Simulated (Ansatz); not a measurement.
# CH13InNSbSi3: how energies converge with the basis set

Aim: see how fast density functionals converge with the basis set for CH13InNSbSi3.

Program: Ansatz 0.2.0, Gaussian basis. Level of theory: one geometry, several basis sets. These are calculated values, not measurements.

The runs, in order: PBE0-D4/def2-SVP; ωB97M-V/def2-SVP; PBE0-D4/def2-QZVPP; ωB97M-V/def2-QZVPP; the functionals' def2-TZVPP values are taken from earlier runs.

### Step 1. Structure used throughout

An earlier PBE0-D4 in a triple-zeta def2 set relaxation fixed the geometry. In, Sb take the def2 core potential; no spin-orbit term is included.

SMILES `[SiH3][InH][SbH][CH2]N([SiH3])[SiH3]`, 20 atoms, charge 0, spin multiplicity 1.

Atoms are counted from 1 here; the program's logs count them from 0.

Bond lengths: Si1–In2 2.577 Å, Si1–H8 1.490 Å, Si1–H9 1.492 Å, Si1–H10 1.491 Å, In2–Sb3 2.814 Å, In2–H11 1.737 Å, Sb3–C4 2.211 Å, Sb3–H12 1.712 Å, C4–N5 1.494 Å, C4–H13 1.094 Å, C4–H14 1.093 Å, N5–Si6 1.764 Å, N5–Si7 1.766 Å, Si6–H15 1.479 Å, Si6–H16 1.488 Å, Si6–H17 1.483 Å, Si7–H18 1.482 Å, Si7–H19 1.489 Å and more. Angles: In2–Si1–H8 112.6°, In2–Si1–H9 109.4°, In2–Si1–H10 112.7°, H8–Si1–H9 107.2°, H8–Si1–H10 107.4°, H9–Si1–H10 107.2°, Si1–In2–Sb3 123.9°, Si1–In2–H11 121.4°, Sb3–In2–H11 114.4°, In2–Sb3–C4 74.6°, In2–Sb3–H12 91.5°, C4–Sb3–H12 92.6°, Sb3–C4–N5 112.4°, Sb3–C4–H13 110.9°, Sb3–C4–H14 105.1°, N5–C4–H13 111.5°, N5–C4–H14 109.6°, H13–C4–H14 107.0° and more.

### Step 2. PBE0-D4 in def2-SVP

in.yaml

```yaml
crystal:
  periodic: [false, false, false]
  atoms:
    - {symbol: Si, position_ang: [3.017925, -0.863311, 0.411932]}
    - {symbol: In, position_ang: [1.170597, -0.446514, -1.336535]}
    - {symbol: Sb, position_ang: [-0.977477, -2.204936, -1.797675]}
    - {symbol: C, position_ang: [-1.864512, -0.445690, -0.794527]}
    - {symbol: N, position_ang: [-0.841517, 0.385636, -0.091264]}
    - {symbol: Si, position_ang: [-0.602746, -0.075107, 1.594844]}
    - {symbol: Si, position_ang: [-1.002639, 2.113850, -0.416762]}
    - {symbol: H, position_ang: [2.587016, -1.798576, 1.488453]}
    - {symbol: H, position_ang: [4.203862, -1.474013, -0.255921]}
    - {symbol: H, position_ang: [3.480102, 0.392570, 1.070193]}
    - {symbol: H, position_ang: [1.273463, 0.871168, -2.463957]}
    - {symbol: H, position_ang: [-0.697637, -3.009598, -0.312718]}
    - {symbol: H, position_ang: [-2.669356, -0.747271, -0.117803]}
    - {symbol: H, position_ang: [-2.322636, 0.138790, -1.596515]}
    - {symbol: H, position_ang: [-0.232022, -1.505751, 1.659196]}
    - {symbol: H, position_ang: [-1.863097, 0.143607, 2.355494]}
    - {symbol: H, position_ang: [0.475893, 0.790718, 2.128694]}
    - {symbol: H, position_ang: [0.219162, 2.780592, 0.093008]}
    - {symbol: H, position_ang: [-2.205606, 2.670559, 0.262328]}
    - {symbol: H, position_ang: [-1.148787, 2.283267, -1.880454]}
basis:
  gaussian: {orbitals: def2-SVP}
hamiltonian: {xc: pbe0, dispersion: d4}
output: {orbitals: {seedname: orbitals}}
```

Started as:

```bash
> ansatz run in.yaml --threads 4 --pin off --events-out ev --progress --plain --max-ram 46080MiB --backend cpu
```

After this run come: ωB97M-V in def2-SVP; PBE0-D4 in def2-QZVPP; ωB97M-V in def2-QZVPP.

Before running them: what should the planned runs give, taken together? Wanted: PBE0-D4: double and triple zeta above quadruple; ωB97M-V: double and triple zeta above quadruple.

The runs gave:

| quantity | value |
| --- | --- |
| PBE0-D4: double and triple zeta above quadruple | 12.76, 1.05 eV |
| ωB97M-V: double and triple zeta above quadruple | 13.00, 1.00 eV |

**Reading.** PBE0-D4 gains 11.71 eV from double to triple zeta, then 1.05 eV more. These are total energies; as a rule much of such shifts cancels in differences, which this series doesn't test.
